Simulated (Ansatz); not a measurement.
# Au: the cost of one run

Program: Ansatz 0.2.0. Level of theory: DFT PBEsol, scalar-relativistic, plane waves, PAW. These are calculated values, not measurements.

The COD cell was measured well above room temperature, so it is larger than a cold one.

1 further run of the same task is left out (set aside as unsound or not needed).

## Step 1: The system as given

The structure is cubic, space group Fm-3m (No. 225). The conventional cell has a = 4.091 Å, b = 4.091 Å, c = 4.091 Å, α = 90.00°, β = 90.00°, γ = 90.00°. Au (site symmetry m-3m) is surrounded by 12 Au at 2.89 Å.

Coordinates:

```xyz
1
Lattice="0.0000 2.0455 2.0455 2.0455 0.0000 2.0455 2.0455 2.0455 0.0000" Properties=species:S:1:pos:R:3 pbc="T T T"
Au    0.0000    0.0000    0.0000
```

The structure comes from the Crystallography Open Database.

## Step 2: A change within a subgroup

Against the listed cell: strain xx, yy, zz, yz, xz, xy = +0.5, +0.5, +6.5, +0.0, +0.0, +0.0 %.

File input.yaml:

```yaml
crystal:
  lattice:
    - [0.0, 2.055584315, 2.178314315]
    - [2.055584315, 0.0, 2.178314315]
    - [2.055584315, 2.055584315, 0.0]
  atoms:
    - { symbol: Au, position: [0.0, 0.0, 0.0] }
basis:
  ecutwfc: 420
kpoints:
  mp_grid: { grid: [16, 16, 16] }
hamiltonian:
  xc: pbesol
scf:
  occupations: { method: gaussian, width: 0.1 }
output:
  forces: true
  stress: true
  eigenvalues: true
```

Q: Estimate wall time and peak memory on 1 thread of an Arm CPU, shared host.

About 4.9 s, with a peak of 0.34 GiB.
